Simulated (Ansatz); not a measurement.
# CdS (Greenockite): the cost of one run

All numbers are computed with Ansatz 0.2.0, driven from Python. The levels of theory stand in the script.

**1. The structure**

The structure is hexagonal, space group P6_3mc (No. 186). The conventional cell has a = 4.150 Å, b = 4.150 Å, c = 6.737 Å, α = 90.00°, β = 90.00°, γ = 120.00°. Around Cd (site symmetry 3m) lie 4 S at 2.53 to 2.54 Å. S (site symmetry 3m) is surrounded by 4 Cd at 2.53 to 2.54 Å.

The script holds or builds the structure itself.

**2. The script**

Input file ddh_cds.py:

```python
'''A hybrid whose exact exchange is one over the dielectric constant of CdS.'''

import logging
import sys
import warnings

import ansatz as az
import numpy as np

logging.basicConfig(stream=sys.stdout, format='%(levelname)s:%(name)s:%(message)s')
log = logging.getLogger('ansatz_job')
log.setLevel(logging.INFO)


def count_gap(report):
    # lowest empty less highest filled band, counting bands; zero where they overlap
    return max(report.get('gap_by_band_count_ev') or 0.0, 0.0)

warnings.simplefilter('ignore', az.DeckWarning)

vectors = np.array([
    [4.15, 0.0, 0.0],
    [-2.075, 3.594005, 0.0],
    [0.0, 0.0, 6.737],
])
structure = (
    az.Lattice.of(vectors)
    .atom('Cd', (1 / 3, 2 / 3, 0.0))
    .atom('Cd', (2 / 3, 1 / 3, 0.5))
    .atom('S', (1 / 3, 2 / 3, 0.375))
    .atom('S', (2 / 3, 1 / 3, 0.875))
)

job = structure.calculation().kpoints(6, 6, 2).scf(tolerance=1e-10).occupations('fixed').band_table()
semilocal = job.functional('pbe').run(threads=1, backend='cpu').report
hybrid = job.functional(exchange='pbe', correlation='pbe', exact_fraction='inverse_dielectric').run(threads=1, backend='cpu').report
alpha = hybrid['hybrid']['exact_exchange_fraction']
log.info(f'fraction of exact exchange {alpha:.4f}, so eps_inf = {1 / alpha:.2f}')
log.info(f'gap by band count: {count_gap(semilocal):.3f} eV semilocal, {count_gap(hybrid):.3f} eV hybrid')
```

**3. What the engine is handed**

The package turns the script's settings into the engine's input (first run):

```yaml
crystal:
  lattice:
    - [4.15, 0.0, 0.0]
    - [-2.075, 3.594005, 0.0]
    - [0.0, 0.0, 6.737]
  atoms:
    - { symbol: Cd, position: [0.3333333333333333, 0.6666666666666666, 0.0] }
    - { symbol: Cd, position: [0.6666666666666666, 0.3333333333333333, 0.5] }
    - { symbol: S, position: [0.3333333333333333, 0.6666666666666666, 0.375] }
    - { symbol: S, position: [0.6666666666666666, 0.3333333333333333, 0.875] }
kpoints:
  mp_grid:
    grid: [6, 6, 2]
hamiltonian:
  xc: pbe
scf:
  convergence:
    dr2_threshold: 1.0e-10
  occupations:
    method: fixed
output:
  eigenvalues: true
```

**4. Running it**

Command:

```sh
> python ddh_cds.py
```

**Question.** How long does this script take on 1 thread of Arm Neoverse V1, shared host, and how much memory does it need?

About 4.3 min, with a peak of 1.9 GiB.
